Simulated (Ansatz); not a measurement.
# CH7FSiSn: one species, many methods

An exercise on one series of results from a longer session: the logs are not shown, and one member is left open.

Method: functionals in def2-TZVPP, the program's frozen cores in correlated methods; program: Ansatz 0.2.0, Gaussian basis.

The runs, in order: LDA (SPW92), PBE-D4, revPBE-D4, BLYP-D4, r2SCAN-D4, B97M-V, PBE0-D4, B3LYP-D4, r2SCANh-D4, r2SCAN0-D4, HSE06-D4, BHLYP-D4, CAM-B3LYP-D4, LC-ωPBE, ωB97X-V, ωB97M-V, B2PLYP, PBE-QIDH; CCSD(T)/def2-SVP; CCSD(T)/def2-TZVPP; MP2/def2-QZVPP; extrapolation to the limit; RPA on PBE.

### The relaxed structure

All runs share one geometry, relaxed beforehand with PBE0-D4 in a triple-zeta def2 set. Sn takes the def2 core potential; no spin-orbit term is included.

11 atoms, charge 0, spin multiplicity 1.

Atoms are counted from 1 here; the program's logs count them from 0.

Bond lengths: F1–C2 1.403 Å, C2–Si3 1.885 Å, C2–Sn4 2.179 Å, C2–H5 1.096 Å, Si3–H6 1.486 Å, Si3–H7 1.489 Å, Si3–H8 1.485 Å, Sn4–H9 1.705 Å, Sn4–H10 1.708 Å, Sn4–H11 1.704 Å. Angles: F1–C2–Si3 110.1°, F1–C2–Sn4 108.1°, F1–C2–H5 107.5°, Si3–C2–Sn4 114.0°, Si3–C2–H5 110.1°, Sn4–C2–H5 106.9°, C2–Si3–H6 111.5°, C2–Si3–H7 106.9°, C2–Si3–H8 109.9°, H6–Si3–H7 109.7°, H6–Si3–H8 109.4°, H7–Si3–H8 109.4°, C2–Sn4–H9 109.2°, C2–Sn4–H10 108.9°, C2–Sn4–H11 108.1°, H9–Sn4–H10 109.9°, H9–Sn4–H11 110.4°, H10–Sn4–H11 110.2°.

Geometry (Å):

```xyz
11
charge 0, multiplicity 1
F    -1.7252    0.9941   -0.1530
C    -0.3605    0.6944   -0.2747
Si    0.4858    0.8341    1.4044
Sn   -0.1801   -1.2721   -1.1958
H     0.0737    1.4158   -0.9768
H     0.3330    2.1965    1.9786
H     1.9286    0.5388    1.1881
H    -0.0859   -0.1645    2.3434
H    -0.6635   -2.4623   -0.0746
H     1.4470   -1.5252   -1.6489
H    -1.1874   -1.3068   -2.5703
```

The first run:

Input file in.yaml:

```yaml
crystal:
  periodic: [false, false, false]
  atoms:
    - {symbol: F, position_ang: [-1.725223, 0.994081, -0.152959]}
    - {symbol: C, position_ang: [-0.360487, 0.694371, -0.274725]}
    - {symbol: Si, position_ang: [0.485807, 0.834111, 1.404351]}
    - {symbol: Sn, position_ang: [-0.180148, -1.272135, -1.195767]}
    - {symbol: H, position_ang: [0.073733, 1.415825, -0.976772]}
    - {symbol: H, position_ang: [0.332971, 2.196531, 1.978639]}
    - {symbol: H, position_ang: [1.928623, 0.538810, 1.188122]}
    - {symbol: H, position_ang: [-0.085922, -0.164511, 2.343427]}
    - {symbol: H, position_ang: [-0.663460, -2.462277, -0.074557]}
    - {symbol: H, position_ang: [1.446975, -1.525169, -1.648904]}
    - {symbol: H, position_ang: [-1.187369, -1.306836, -2.570254]}
basis:
  gaussian: {orbitals: def2-TZVPP}
hamiltonian: {xc: lda}
output: {orbitals: {seedname: orbitals}}
```

Command:

```
ansatz run in.yaml --threads 4 --pin off --events-out ev --progress --plain --max-ram 10444MiB
```

Among the steps run: LDA; PBE-D4 (GGA); revPBE-D4 (GGA); BLYP-D4 (GGA); r2SCAN-D4 (meta-GGA); B97M-V (meta-GGA); B3LYP-D4 (hybrid); r2SCANh-D4 (hybrid); r2SCAN0-D4 (hybrid); HSE06-D4 (hybrid); BHLYP-D4 (hybrid); CAM-B3LYP-D4 (range-separated); LC-ωPBE (range-separated); ωB97X-V (range-separated); ωB97M-V (range-separated); B2PLYP (double hybrid); PBE-QIDH (double hybrid).

One table of the session follows, with a row left open; its other results are not shown here.

It belongs to the step «Frontier levels by functional». 

| functional | HOMO (eV) | gap (eV) |
| --- | --- | --- |
| LDA (SPW92) | -6.73 | 5.54 |
| PBE-D4 | -6.58 | 5.61 |
| revPBE-D4 | -6.52 | 5.64 |
| BLYP-D4 | -6.47 | 5.58 |
| r2SCAN-D4 | ? | ? |
| B97M-V | -6.97 | 6.10 |
| PBE0-D4 | -7.84 | 7.65 |
| B3LYP-D4 | -7.64 | 7.21 |
| r2SCANh-D4 | -7.31 | 6.98 |
| r2SCAN0-D4 | -8.01 | 8.07 |
| HSE06-D4 | -7.45 | 6.90 |
| BHLYP-D4 | -9.01 | 9.52 |
| CAM-B3LYP-D4 | -9.16 | 9.82 |
| LC-ωPBE | -10.44 | 12.19 |
| ωB97X-V | -10.11 | 11.73 |
| ωB97M-V | -9.99 | 11.24 |

Estimate the missing values for r2SCAN-D4.

Worked estimate for «HOMO (eV)». Against the share of exact exchange, r2SCANh-D4 (0.1, -7.31), r2SCAN0-D4 (0.25, -8.01) give a slope of -4.67 per unit share; at 0 the line stands at -6.84.

**Answer.** HOMO (eV): -6.83; gap (eV): 6.24. In «HOMO (eV)» the line misses by -0.01.
